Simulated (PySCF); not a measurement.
**C₅H₉B: electronic excitations and core binding energies**

Aim: predict the electronic excitations and core binding energies of C₅H₉B (`B/C(C)=C/C=C`).

Programs: PySCF 2.14.0, with density-fitted response routines of our own. Each step states its level of theory. These are calculated values for one molecule in the gas phase, unless marked as measured. Atoms are numbered from 0 throughout.

## Step 1: Starting geometry

15 atoms, charge 0, multiplicity 1; geometry from: GFN2-xTB.

Bonds of the start (Å): B0–C1 1.54, C1–C2 1.51, C1–C3 1.36, C3–C4 1.44, C4–C5 1.33, B0–H6 1.17, B0–H7 1.17, C2–H8 1.09, C2–H9 1.09, C2–H10 1.09, C3–H11 1.08, C4–H12 1.08, C5–H13 1.08, C5–H14 1.08.

## Step 2: Excited states and response: CAM-B3LYP/def2-SVPD

Job settings and geometry (Å):

```
{"job": {"kind": "uv", "xc": "CAM-B3LYP", "basis": "def2-SVPD", "nstates": 8, "ntriplets": 3}, "charge": 0, "multiplicity": 1}
B      2.196747    -0.913661    -0.278904
C      0.932464    -0.041791    -0.156028
C      1.013637     1.455052    -0.331795
C     -0.264285    -0.623181     0.111233
C     -1.530526     0.046391     0.255975
C     -2.667087    -0.598660     0.518973
H      3.236331    -0.428696    -0.511936
H      2.120789    -2.073051    -0.138496
H      0.684367     1.969570     0.570898
H      0.381560     1.783669    -1.156710
H      2.033983     1.761026    -0.543402
H     -0.298901    -1.698631     0.232481
H     -1.543942     1.121510     0.144529
H     -3.605629    -0.081622     0.625089
H     -2.693920    -1.669935     0.636179
```

With the program's defaults for keys left out, this is: TDDFT CAM-B3LYP/def2-SVPD, vertical, gas phase, core orbitals frozen in the response.

On the command line:

```console
$ OMP_NUM_THREADS=1 python probes_run.py task.json out
```

One launch serves the whole session: the jobs run in the order shown.

Standard output:

```text
coarse grid: 12096 points
cycle   1  E = -220.3714630636  dE =  6.385e-01  |g| = 2.781e-01  |ddm| = 9.926e+00
cycle   2  E = -220.3860482012  dE = -1.459e-02  |g| = 2.091e-01  |ddm| = 1.427e+00
cycle   3  E = -220.3970463379  dE = -1.100e-02  |g| = 6.353e-02  |ddm| = 5.876e-01
cycle   4  E = -220.3980063490  dE = -9.600e-04  |g| = 2.501e-02  |ddm| = 1.778e-01
cycle   5  E = -220.3981738907  dE = -1.675e-04  |g| = 3.551e-03  |ddm| = 6.791e-02
cycle   6  E = -220.3981790589  dE = -5.168e-06  |g| = 1.144e-03  |ddm| = 1.614e-02
final grid: 115600 points
cycle   7  E = -220.4466005777  dE = -3.677e-05  |g| = 3.848e-03  |ddm| = 1.415e-01
cycle   8  E = -220.4466016915  dE = -1.114e-06  |g| = 3.497e-03  |ddm| = 2.305e-02
cycle   9  E = -220.4466049589  dE = -3.267e-06  |g| = 3.970e-04  |ddm| = 7.480e-03
cycle  10  E = -220.4466049917  dE = -3.282e-08  |g| = 2.372e-04  |ddm| = 1.263e-03
cycle  11  E = -220.4466050073  dE = -1.560e-08  |g| = 3.308e-05  |ddm| = 5.885e-04
cycle  12  E = -220.4466050078  dE = -4.539e-10  |g| = 1.028e-05  |ddm| = 1.352e-04
converged SCF energy = -220.4466050078

Static polarisability (au): isotropic 85.539, principal 51.160 72.543 132.914

Singlet excitations
state   eV       nm        f      main configurations
  1   4.6035    269.3   0.58720   H->L 0.98
  2   5.1964    238.6   0.00058   H-1->L 0.93
  3   5.5128    224.9   0.00007   H-2->L 0.90
  4   6.6734    185.8   0.00105   H-4->L 0.89
  5   6.6986    185.1   0.02261   H-3->L 0.51, H->L+2 0.44
  6   6.8012    182.3   0.00155   H->L+1 0.86
  7   6.9748    177.8   0.13941   H->L+2 0.52, H-3->L 0.44
  8   7.2936    170.0   0.00266   H-5->L 0.75

Triplet excitations (Tamm-Dancoff, eV): 2.5012 4.5590 4.7568
```

It took 50 s on 1 thread of Arm Neoverse N1, shared host; peak memory 0.86 GiB.

The orbitals next to the gap, with their largest atomic shares:

```csv
orbital,eV,atoms
HOMO−3,-10.85,"C4 30 %, C3 21 %, C5 20 %"
HOMO−2,-10.65,"B0 39 %, H6 25 %, H7 13 %"
HOMO−1,-10.29,"B0 25 %, C1 24 %, C2 16 %"
HOMO,-8.19,"C1 26 %, C5 19 %, C3 19 %"
LUMO,-1.24,"B0 25 %, C3 17 %, C1 16 %"
LUMO+1,1.26,"B0 41 %, C2 10 %, C5 8 %"
LUMO+2,1.39,"B0 25 %, C4 18 %, C5 16 %"
```

With each of the 8 states as a Gaussian band of 0.4 eV half-width at 1/e, the curve within the window shown has maxima at 269 nm (ε 24,000), 178 nm (ε 6,400) L/(mol cm). Beyond the last state computed it falls off for lack of states. The curve at chosen wavelengths:

(nm, ε (L/mol/cm)): (163, 585), (169, 2830), (175, 5825), (181, 5971), (186, 4002), (192, 1678), (198, 507), (204, 118), (210, 25), (216, 17), (221, 58), (227, 273), (233, 1029), (239, 2968), (245, 6675), (251, 12018), (256, 16874), (262, 21611), (268, 23730), (274, 22774), (280, 19425), (286, 14946), (291, 11208), (297, 7374), (303, 4522), (309, 2608)

Ground-state properties from the same run:

```
           property  computed
  dipole moment (D)      1.89
polarisability (Å³)     12.68
 HOMO–LUMO gap (eV)      6.95
      −ε(HOMO) (eV)      8.19
```

## Step 3: X-ray photoelectron lines: SCAN, X2C

Same as in step 2 but for these lines:

```diff
@@ -1,2 +1,2 @@
-{"job": {"kind": "uv", "xc": "CAM-B3LYP", "basis": "def2-SVPD", "nstates": 8, "ntriplets": 3}, "charge": 0, "multiplicity": 1}
+{"job": {"kind": "xps"}, "charge": 0, "multiplicity": 1}
 B      2.196747    -0.913661    -0.278904
```

Level: delta-SCF UKS SCAN, pcX-2 on the ionised atom, pcseg-1 elsewhere, spin-free X2C.

Standard output:

```text
ground state, core basis on atom 0 (B), 160 functions
  cycle   1  E = -220.59535879  |g| = 4.61e-01
  cycle   2  E = -220.55480754  |g| = 5.82e-01
  cycle   3  E = -220.64722872  |g| = 2.15e-01
  cycle   4  E = -220.66129464  |g| = 4.61e-02
  cycle   5  E = -220.66194932  |g| = 1.72e-02
  cycle   6  E = -220.66204897  |g| = 3.81e-03
  cycle   7  E = -220.66205377  |g| = 2.31e-03
  cycle   8  E = -220.66205294  |g| = 9.68e-04
  cycle   9  E = -220.66205246  |g| = 2.80e-04
  E(ground) = -220.67344143 Eh
hole in B 1s of atom 0
  cycle   1  E = -213.07736942  |g| = 1.16e+00
  cycle   2  E = -211.45121069  |g| = 1.85e+00
  cycle   3  E = -213.16197109  |g| = 6.64e-01
  cycle   4  E = -213.36916747  |g| = 4.34e-01
  cycle   5  E = -213.50640927  |g| = 1.33e-01
  cycle   6  E = -213.50851362  |g| = 1.28e-01
  cycle   7  E = -213.51968133  |g| = 3.30e-02
  cycle   8  E = -213.52109736  |g| = 2.29e-02
  cycle   9  E = -213.52200759  |g| = 1.47e-02
  cycle  10  E = -213.52246365  |g| = 7.97e-03
  cycle  11  E = -213.52251972  |g| = 4.92e-03
  cycle  12  E = -213.52256139  |g| = 3.31e-03
  cycle  13  E = -213.52259175  |g| = 2.47e-03
  cycle  14  E = -213.52260678  |g| = 1.56e-03
  cycle  15  E = -213.52261100  |g| = 7.06e-04
  cycle  16  E = -213.52261097  |g| = 4.76e-04
  E(ion) = -213.53351309 Eh   <S^2> = 1.2055   hole on atom = 1.000   binding energy = 194.287 eV
ground state, core basis on atom 1 (C), 160 functions
  cycle   1  E = -220.67153190  |g| = 5.88e-02
  cycle   2  E = -220.67098470  |g| = 4.66e-02
  cycle   3  E = -220.67076874  |g| = 5.26e-02
  cycle   4  E = -220.67163583  |g| = 7.66e-03
  cycle   5  E = -220.67165262  |g| = 1.79e-03
  cycle   6  E = -220.67165334  |g| = 3.58e-04
  E(ground) = -220.68200923 Eh
hole in C 1s of atom 1
  cycle   1  E = -209.43344971  |g| = 1.52e+00
  cycle   2  E = -208.09692752  |g| = 2.14e+00
  cycle   3  E = -209.83909634  |g| = 5.74e-01
  cycle   4  E = -209.90077566  |g| = 4.26e-01
  cycle   5  E = -210.01866425  |g| = 1.34e-01
  cycle   6  E = -210.02733527  |g| = 5.16e-02
  cycle   7  E = -210.02877729  |g| = 1.27e-02
  cycle   8  E = -210.02889764  |g| = 4.36e-03
  cycle   9  E = -210.02892079  |g| = 2.81e-03
  cycle  10  E = -210.02893583  |g| = 2.19e-03
  cycle  11  E = -210.02894156  |g| = 1.05e-03
  cycle  12  E = -210.02894690  |g| = 6.27e-04
  cycle  13  E = -210.02894770  |g| = 4.14e-04
  E(ion) = -210.03843718 Eh   <S^2> = 0.7950   hole on atom = 1.000   binding energy = 289.626 eV
ground state, core basis on atom 2 (C), 160 functions
  cycle   1  E = -220.66962692  |g| = 5.86e-02
  cycle   2  E = -220.66931991  |g| = 3.78e-02
  cycle   3  E = -220.66902019  |g| = 4.70e-02
  cycle   4  E = -220.66969845  |g| = 1.06e-02
  cycle   5  E = -220.66973294  |g| = 1.06e-03
  cycle   6  E = -220.66973305  |g| = 2.37e-04
  E(ground) = -220.67984277 Eh
hole in C 1s of atom 2
  cycle   1  E = -209.43568871  |g| = 1.51e+00
  cycle   2  E = -208.75590244  |g| = 1.79e+00
  cycle   3  E = -209.88213533  |g| = 4.59e-01
  cycle   4  E = -209.88330285  |g| = 4.17e-01
  cycle   5  E = -209.99637131  |g| = 6.56e-02
  cycle   6  E = -209.99775732  |g| = 4.46e-02
  cycle   7  E = -209.99879779  |g| = 1.61e-02
  cycle   8  E = -209.99893779  |g| = 6.18e-03
  cycle   9  E = -209.99896042  |g| = 1.85e-03
  cycle  10  E = -209.99896325  |g| = 9.68e-04
  cycle  11  E = -209.99896571  |g| = 5.22e-04
  cycle  12  E = -209.99896631  |g| = 3.96e-04
  E(ion) = -210.00802256 Eh   <S^2> = 0.7675   hole on atom = 1.000   binding energy = 290.395 eV
ground state, core basis on atom 3 (C), 160 functions
  cycle   1  E = -220.67126633  |g| = 5.85e-02
  cycle   2  E = -220.67101372  |g| = 3.60e-02
  cycle   3  E = -220.67075099  |g| = 4.49e-02
  cycle   4  E = -220.67133869  |g| = 1.14e-02
  cycle   5  E = -220.67138256  |g| = 8.65e-04
  cycle   6  E = -220.67138251  |g| = 4.98e-04
  E(ground) = -220.68201581 Eh
hole in C 1s of atom 3
  cycle   1  E = -209.40578823  |g| = 1.51e+00
  cycle   2  E = -208.36056993  |g| = 2.04e+00
  cycle   3  E = -209.88387674  |g| = 4.73e-01
  cycle   4  E = -209.94168593  |g| = 3.20e-01
  cycle   5  E = -209.99221477  |g| = 9.78e-02
  cycle   6  E = -209.99577223  |g| = 5.06e-02
  cycle   7  E = -209.99716597  |g| = 2.60e-02
  cycle   8  E = -209.99768655  |g| = 9.14e-03
  cycle   9  E = -209.99786381  |g| = 6.65e-03
  cycle  10  E = -209.99805794  |g| = 5.62e-03
  cycle  11  E = -209.99824736  |g| = 4.01e-03
  cycle  12  E = -209.99834419  |g| = 2.38e-03
  cycle  13  E = -209.99836261  |g| = 1.41e-03
  cycle  14  E = -209.99836899  |g| = 8.48e-04
  cycle  15  E = -209.99836970  |g| = 4.84e-04
  E(ion) = -210.00739929 Eh   <S^2> = 0.8983   hole on atom = 1.000   binding energy = 290.471 eV
ground state, core basis on atom 4 (C), 160 functions
  cycle   1  E = -220.67170252  |g| = 6.07e-02
  cycle   2  E = -220.67113332  |g| = 5.04e-02
  cycle   3  E = -220.67110174  |g| = 4.85e-02
  cycle   4  E = -220.67182348  |g| = 1.30e-02
  cycle   5  E = -220.67187834  |g| = 1.03e-03
  cycle   6  E = -220.67187744  |g| = 5.13e-04
  cycle   7  E = -220.67187765  |g| = 1.78e-04
  E(ground) = -220.68256190 Eh
hole in C 1s of atom 4
  cycle   1  E = -209.40832662  |g| = 1.51e+00
  cycle   2  E = -206.58053295  |g| = 2.35e+00
  cycle   3  E = -209.10276537  |g| = 1.03e+00
  cycle   4  E = -209.93966916  |g| = 2.91e-01
  cycle   5  E = -209.96102884  |g| = 2.26e-01
  cycle   6  E = -209.98471740  |g| = 6.88e-02
  cycle   7  E = -209.98753464  |g| = 2.17e-02
  cycle   8  E = -209.98787280  |g| = 1.44e-02
  cycle   9  E = -209.98813590  |g| = 8.41e-03
  cycle  10  E = -209.98835471  |g| = 7.80e-03
  cycle  11  E = -209.98856685  |g| = 7.03e-03
  cycle  12  E = -209.98897940  |g| = 4.64e-03
  cycle  13  E = -209.98903550  |g| = 2.57e-03
  cycle  14  E = -209.98903167  |g| = 2.31e-03
  cycle  15  E = -209.98904656  |g| = 6.69e-04
  cycle  16  E = -209.98904664  |g| = 5.40e-04
  cycle  17  E = -209.98904685  |g| = 1.18e-04
  E(ion) = -209.99795913 Eh   <S^2> = 0.9279   hole on atom = 1.000   binding energy = 290.743 eV
ground state, core basis on atom 5 (C), 160 functions
  cycle   1  E = -220.67123236  |g| = 6.14e-02
  cycle   2  E = -220.67047027  |g| = 5.98e-02
  cycle   3  E = -220.67089702  |g| = 4.27e-02
  cycle   4  E = -220.67139271  |g| = 1.32e-02
  cycle   5  E = -220.67144766  |g| = 2.53e-03
  cycle   6  E = -220.67145121  |g| = 5.91e-04
  cycle   7  E = -220.67144979  |g| = 1.44e-04
  E(ground) = -220.68182424 Eh
hole in C 1s of atom 5
  cycle   1  E = -209.40938229  |g| = 1.51e+00
  cycle   2  E = -208.27534798  |g| = 1.99e+00
  cycle   3  E = -209.80014703  |g| = 5.94e-01
  cycle   4  E = -209.86729143  |g| = 4.59e-01
  cycle   5  E = -209.99772285  |g| = 1.40e-01
  cycle   6  E = -210.00722173  |g| = 6.97e-02
  cycle   7  E = -210.00996683  |g| = 1.06e-02
  cycle   8  E = -210.01005582  |g| = 6.26e-03
  cycle   9  E = -210.01009986  |g| = 3.77e-03
  cycle  10  E = -210.01013624  |g| = 2.40e-03
  cycle  11  E = -210.01015921  |g| = 2.22e-03
  cycle  12  E = -210.01017189  |g| = 1.05e-03
  cycle  13  E = -210.01017509  |g| = 4.14e-04
  E(ion) = -210.01976683 Eh   <S^2> = 0.8099   hole on atom = 1.000   binding energy = 290.129 eV
```

Wall time 2.8 min (1 thread of Arm Neoverse N1, shared host); peak memory 0.6 GiB.

The holes in one table. −ε is the ground-state orbital energy:

```
     hole  stands for                      environment          ΔSCF (eV)  −ε (eV)   ⟨S²⟩
B1s on B0          B0           boron bonded to C, 2 H  194.29 (doubtful)    179.5  1.206
C1s on C1          C1  fully substituted alkene carbon             289.63    273.5  0.795
C1s on C2          C2            allylic methyl carbon             290.40    273.3  0.768
C1s on C3          C3                        alkene CH  290.47 (doubtful)    274.2  0.898
C1s on C4          C4                        alkene CH  290.74 (doubtful)    274.1  0.928
C1s on C5          C5             terminal =CH2 carbon             290.13    274.1  0.810
```

Doubtful: the ion did not converge, its hole moved, or its ⟨S²⟩ is well above 0.75.

## Step 4: Results

| quantity | value |
| --- | --- |
| lowest singlet (CAM-B3LYP/def2-SVPD) | 4.60 eV (269 nm), f = 0.587 |
| lowest triplet | 2.50 eV |
| C1s binding energies, SCAN/pcX-2 (standing for 3 of 5 atoms) | C2 290.40, C5 290.13, C1 289.63 eV |

What this shows: The first singlet state (HOMO→LUMO 0.98) lies at 4.60 eV and is bright. The lowest triplet lies 2.10 eV below the lowest singlet (triplets in Tamm-Dancoff, singlets in full TDDFT). C2 (allylic methyl carbon) binds its C1s electron 0.77 eV more tightly than C1 (fully substituted alkene carbon). Only 3 of the 5 C atoms are covered by sound results.
